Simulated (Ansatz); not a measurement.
# VRu: starts and ends of a spin-polarised SCF, part 2 of 2

How much does the result for VRu depend on the starting moments? The same cell is run from several starts. The cell (2 atoms) is VRu in its deposited structure (space group Pm-3m). Source: COD entry 1527761, which need not be the ambient phase.

Ansatz 0.2.0; DFT LDA, PAW, plane waves, scalar-relativistic. The steps go on from the part before.

## 7. Moments +- scaled by 0.4, plain SCF

File input.yaml:

```yaml
crystal:
  lattice:
    - [2.99, 0.0, 0.0]
    - [0.0, 2.99, 0.0]
    - [0.0, 0.0, 2.99]
  atoms:
    - { symbol: V, position: [0.5, 0.5, 0.5], spin: 0.8 }
    - { symbol: Ru, position: [0.0, 0.0, 0.0], spin: -0.8 }
magnetization:
  spin_polarized: true
hamiltonian:
  xc: lda
  pseudopotentials: { kind: paw }
basis:
  ecutwfc: 420
kpoints:
  mp_grid: { grid: [9, 9, 9] }
scf:
  occupations: { method: fermi_dirac, width: 0.05 }
  lower_state_search: "off"
output:
  forces: true
  stress: true
```

The log of the run (excerpt; [...] marks lines left out):

```text
[... 9 lines as in an earlier run ...]
Bands: 20, of which v1, the nominal top of the filled ones, is band 15 counted from 1 (14 counted from 0)
[... 12 lines as in an earlier run ...]
Starting moments: Σ|m| = 1.6 μB on 2 of 2 sites
Starting magnetic order: compensated ferrimagnet; no operation exchanges its spin sublattices
[... 2 lines as in an earlier run ...]
SCF iter   1: F=—  HF=-8621.011262 eV  |F-HF|=—  |Δ(HF+E_count)|=         —  Δρ=1.17e-1 (↑6.67e-2 ↓1.17e-1)  dr2=1.21e1  dr2_m=2.59e-1  M=0.297 μB ∫|m|=0.785 μB  β_m=0.30  ethr=3.10e-3  ⟨swp⟩=5.0  Hψ=5453  notcnv=0
[...]
spin-set hold released at iteration 8 (site moments contracting): the magnetisation degrees of freedom join the quasi-Newton model from the next iteration; the mixer history was flushed
[...]
SCF iter  24: F=-8619.134702 eV  HF=-8619.134702 eV  |F-HF|=1.09e-11  |Δ(HF+E_count)|=   4.35e-9  Δρ=3.11e-7 (↑2.61e-7 ↓3.11e-7)  dr2=1.69e-11  dr2_m=1.63e-11  M=-0.000 μB ∫|m|=0.000 μB  ethr=5.90e-12  ⟨swp⟩=1.2  Hψ=4696  notcnv=0
WARN: the starting moments were not kept: the SCF closed with an absolute magnetisation of 1.6e-4 μB, where they sum to 1.6 μB in size (2 sites). That is at most 0.1 of that sum. Measured as dr2_m measures the in/out step, that magnetisation stands 1.7e-8 eV from none, at or under the [...]
SCF converged after 24 iterations
Magnetization: -0.0002 μB (14.4999 up, 14.5001 down)
Absolute magnetization: 0.0002 μB (∫|ρ↑−ρ↓|, with the PAW one-centre terms)
Spin contamination: 0.0000 ħ² per cell (⟨S²⟩ above its minimum at these occupations)
Per-site moments (μB) at R_I (Å): [(-0.00013530264062141883, 1.068134082392632), (-6.11622203709154e-6, 1.068134082392632)]
Free energy (F): -8619.134702 eV
[...]
E sigma→0 (E₀):  -8619.119818 eV
Entropy (-TS):   -0.029768 eV (-14.884 meV/atom)
Fermi energy:    20.684153 eV
[... 25 lines left out: energy terms, forces, stress ...]
```

It took 1.5 s on 2 threads of an x86-64 CPU, shared host; peak memory 0.36 GiB.

Nothing new: the 24 iterations lead to the state found in step 2 (non-magnetic).

## 8. A moment on one site alone, plain SCF

input.yaml: that of step 7 with these lines changed.

```diff
@@ -6,4 +6,4 @@
   atoms:
-    - { symbol: V, position: [0.5, 0.5, 0.5], spin: 0.8 }
-    - { symbol: Ru, position: [0.0, 0.0, 0.0], spin: -0.8 }
+    - { symbol: V, position: [0.5, 0.5, 0.5] }
+    - { symbol: Ru, position: [0.0, 0.0, 0.0], spin: 2.0 }
 magnetization:
```

The log of the run (excerpt; [...] marks lines left out):

```text
[... 22 lines as in an earlier run ...]
Starting moments: Σ|m| = 2 μB on 1 of 2 sites
[... 2 lines as in an earlier run ...]
SCF iter   1: F=—  HF=-8620.700853 eV  |F-HF|=—  |Δ(HF+E_count)|=         —  Δρ=1.58e-1 (↑1.58e-1 ↓5.16e-2)  dr2=1.28e1  dr2_m=1.32e0  M=0.457 μB ∫|m|=0.625 μB  β_m=0.30  ethr=3.10e-3  ⟨swp⟩=5.0  Hψ=5366  notcnv=0
[...]
spin-set hold released at iteration 9 (site moments contracting): the magnetisation degrees of freedom join the quasi-Newton model from the next iteration; the mixer history was flushed
[...]
SCF iter  24: F=-8619.134702 eV  HF=-8619.134702 eV  |F-HF|=1.64e-11  |Δ(HF+E_count)|=   8.67e-9  Δρ=4.61e-7 (↑3.01e-7 ↓4.61e-7)  dr2=8.47e-12  dr2_m=2.86e-11  M=0.000 μB ∫|m|=0.000 μB  ethr=1.00e-12  ⟨swp⟩=1.0  Hψ=4858  notcnv=0
WARN: the starting moments were not kept: the SCF closed with an absolute magnetisation of 3.5e-4 μB, where they sum to 2 μB in size (1 site). That is at most 0.1 of that sum. Measured as dr2_m measures the in/out step, that magnetisation stands 8.0e-8 eV from none, at or under the [...]
SCF converged after 24 iterations
Magnetization: 0.0003 μB (14.5002 up, 14.4998 down)
Absolute magnetization: 0.0004 μB (∫|ρ↑−ρ↓|, with the PAW one-centre terms)
Spin contamination: 0.0000 ħ² per cell (⟨S²⟩ above its minimum at these occupations)
Per-site moments (μB) at R_I (Å): [(0.00029173822385215615, 1.068134082392632), (6.586143171287008e-6, 1.068134082392632)]
Free energy (F): -8619.134702 eV
[...]
E sigma→0 (E₀):  -8619.119818 eV
Entropy (-TS):   -0.029768 eV (-14.884 meV/atom)
Fermi energy:    20.684152 eV
[... 25 lines left out: energy terms, forces, stress ...]
```

Run time: 1.6 s. Hardware: 2 threads of an x86-64 CPU, shared host; peak memory 0.36 GiB.

This is the state of step 2 again (non-magnetic), after 24 iterations.

## 9. Parallel moments, Broyden mixing, no switch to direct minimisation

input.yaml: that of step 8 with these lines changed.

```diff
@@ -6,3 +6,3 @@
   atoms:
-    - { symbol: V, position: [0.5, 0.5, 0.5] }
+    - { symbol: V, position: [0.5, 0.5, 0.5], spin: 2.0 }
     - { symbol: Ru, position: [0.0, 0.0, 0.0], spin: 2.0 }
@@ -20,2 +20,4 @@
   lower_state_search: "off"
+  algorithm: density_mixing
+  mixing: { algorithm: broyden, beta: 0.3 }
 output:
```

The log of the run (excerpt; [...] marks lines left out):

```text
[... 22 lines as in an earlier run ...]
Starting moments: Σ|m| = 4 μB on 2 of 2 sites
[... 2 lines as in an earlier run ...]
SCF iter   1: F=—  HF=-8620.140773 eV  |F-HF|=—  |Δ(HF+E_count)|=         —  Δρ=1.72e-1 (↑1.72e-1 ↓1.01e-1)  dr2=1.24e1  dr2_m=2.88e0  M=1.190 μB ∫|m|=1.191 μB  β_m=0.30  ethr=3.10e-3  ⟨swp⟩=5.0  Hψ=5579  notcnv=0
[...]
spin-set hold released at iteration 7 (site moments contracting): the magnetisation degrees of freedom join the quasi-Newton model from the next iteration; the mixer history was flushed
[...]
SCF iter  37: F=-8619.134702 eV  HF=-8619.134702 eV  |F-HF|=1.46e-10  |Δ(HF+E_count)|=   1.71e-8  Δρ=5.72e-7 (↑5.51e-7 ↓5.72e-7)  dr2=2.59e-10  dr2_m=3.22e-13  M=-0.000 μB ∫|m|=0.000 μB  ethr=1.68e-11  ⟨swp⟩=1.5  Hψ=4840  notcnv=0
WARN: the starting moments were not kept: the SCF closed with an absolute magnetisation of 3.3e-4 μB, where they sum to 4 μB in size (2 sites). That is at most 0.1 of that sum. Measured as dr2_m measures the in/out step, that magnetisation stands 7.1e-8 eV from none, at or under the [...]
this state was not tested for a lower state beside it, because the mixer in use, unlike msr1, does not test its closes by its own steps (another_mixer; see scf.mixing.algorithm and scf.lower_state_search)
SCF converged after 37 iterations
Magnetization: -0.0003 μB (14.4998 up, 14.5002 down)
Absolute magnetization: 0.0003 μB (∫|ρ↑−ρ↓|, with the PAW one-centre terms)
Spin contamination: 0.0000 ħ² per cell (⟨S²⟩ above its minimum at these occupations)
Per-site moments (μB) at R_I (Å): [(-0.00027478484243514967, 1.068134082392632), (-1.0416834275025223e-5, 1.068134082392632)]
Free energy (F): -8619.134702 eV
[...]
E sigma→0 (E₀):  -8619.119818 eV
Entropy (-TS):   -0.029768 eV (-14.884 meV/atom)
Fermi energy:    20.684148 eV
[... 25 lines left out: energy terms, forces, stress ...]
```

Wall time 2.5 s (2 threads of an x86-64 CPU, shared host); peak memory 0.36 GiB.

The run ends in the same state as step 2 (non-magnetic); it took 37 iterations.

## 10. Parallel moments, spin not held back in the first iterations, no switch to direct minimisation

input.yaml: that of step 9 with these lines changed.

```diff
@@ -21,3 +21,3 @@
   algorithm: density_mixing
-  mixing: { algorithm: broyden, beta: 0.3 }
+  mixing: { spin_hold: "off" }
 output:
```

The log of the run (excerpt; [...] marks lines left out):

```text
[... 22 lines as in an earlier run ...]
Starting moments: Σ|m| = 4 μB on 2 of 2 sites
[... 2 lines as in an earlier run ...]
SCF iter   1: F=—  HF=-8620.140773 eV  |F-HF|=—  |Δ(HF+E_count)|=         —  Δρ=1.72e-1 (↑1.72e-1 ↓1.01e-1)  dr2=1.24e1  dr2_m=2.88e0  M=1.190 μB ∫|m|=1.191 μB  β_m=0.30  ethr=3.10e-3  ⟨swp⟩=5.0  Hψ=5579  notcnv=0
[...]
SCF iter  20: F=-8619.134702 eV  HF=-8619.134702 eV  |F-HF|=5.14e-9  |Δ(HF+E_count)|=   5.06e-9  Δρ=1.97e-6 (↑1.83e-6 ↓1.97e-6)  dr2=5.62e-9  dr2_m=2.53e-11  M=0.001 μB ∫|m|=0.001 μB  ethr=4.56e-12  ⟨swp⟩=1.1  Hψ=4532  notcnv=0
[...]
SCF converged after 20 iterations
Magnetization: 0.0008 μB (14.5004 up, 14.4996 down)
Absolute magnetization: 0.0008 μB (∫|ρ↑−ρ↓|, with the PAW one-centre terms)
Spin contamination: 0.0000 ħ² per cell (⟨S²⟩ above its minimum at these occupations)
Per-site moments (μB) at R_I (Å): [(0.0006928389881366128, 1.068134082392632), (2.0533057853089555e-5, 1.068134082392632)]
Free energy (F): -8619.134702 eV
[...]
E sigma→0 (E₀):  -8619.119818 eV
Entropy (-TS):   -0.029768 eV (-14.884 meV/atom)
Fermi energy:    20.684160 eV
[... 25 lines left out: energy terms, forces, stress ...]
```

Run time: 1.3 s. Hardware: 2 threads of an x86-64 CPU, shared host; peak memory 0.36 GiB.

Nothing new: the 20 iterations lead to the state found in step 2 (non-magnetic).

## 11. Comparing the starts

```
step  iterations  state  moments of V1 Ru2 (μB)  total (μB)  gap (eV)  pressure (GPa)  above lowest (meV/atom)
   2          25      1               0.00 0.00        0.00      none           -11.1                      0.0
   3          25      1               0.00 0.00        0.00      none           -11.1                      0.0
   4           6      1               0.00 0.00        0.00      none           -11.1                      0.0
   5          27      1               0.00 0.00        0.00      none           -11.1                      0.0
   6          24      1               0.00 0.00        0.00      none           -11.1                      0.0
   7          24      1               0.00 0.00        0.00      none           -11.1                      0.0
   8          24      1               0.00 0.00        0.00      none           -11.1                      0.0
   9          37      1               0.00 0.00        0.00      none           -11.1                      0.0
  10          20      1               0.00 0.00        0.00      none           -11.1                      0.0
```

States are numbered from the lowest. Starts by step: 2 parallel moments, plain SCF; 3 opposed moments +-, plain SCF; 4 no spin polarisation; 5 spin on, no moments given (the program may seed its own), plain SCF; 6 parallel moments scaled by 0.2, plain SCF; 7 moments +- scaled by 0.4, plain SCF; 8 a moment on one site alone, plain SCF; 9 parallel moments, Broyden mixing, no switch to direct minimisation; 10 parallel moments, spin not held back in the first iterations, no switch to direct minimisation.

The 9 runs of this session took 14 s in all, from 0.47 s to 2.5 s each.

Decimal logarithm of the largest residual (eV) by iteration, counted through all cycles of a run (7 of the 9 runs):

```
iteration  step 2  step 3  step 4  step 5  step 6  step 7  step 8
        1     1.1     1.1    -1.4     1.8     1.1     1.1     1.1
        2     0.3     0.2    -1.6     0.9     0.2     0.2     0.3
        3     0.3    -0.2    -2.6     0.4    -0.1    -0.1     0.4
        4    -0.3    -0.4    -4.7    -0.1    -1.5    -1.3    -0.6
        5    -0.6    -0.6    -6.0    -0.1    -1.8    -1.5    -0.8
        6    -0.8    -0.8    -8.5     0.6    -2.4    -1.7    -1.0
        8    -1.3    -1.1       -    -1.4    -2.8    -2.1    -1.4
       10    -2.2    -0.8       -    -2.3    -3.2    -1.8    -1.8
       13    -2.3    -3.1       -    -2.7    -4.5    -3.8    -4.1
       15    -4.7    -4.1       -    -3.4    -5.5    -4.8    -7.2
       18    -6.1    -6.2       -    -5.2    -6.2    -5.8    -8.1
       20    -7.5    -6.9       -    -6.1    -7.4    -7.7    -8.4
       22    -6.5    -7.7       -    -6.3    -8.4    -8.3    -7.7
       25   -10.0    -9.4       -    -7.0       -       -       -
       27       -       -       -    -7.0       -       -       -
```

## 12. What came out

What follows sums up all 2 parts.

```
                      quantity                    value
               distinct states  1 from 9 converged runs
lowest state from plain starts             non-magnetic
                  total moment         0.00 μB per cell
             gap on the k-mesh                     none
                      pressure                -11.1 GPa
                 largest force               0.000 eV/Å
```

What this shows: Distinct end states: 1, from 9 converged runs. Spin polarisation gains nothing here: every starting moment dies out. A lower state than any found can't be excluded.
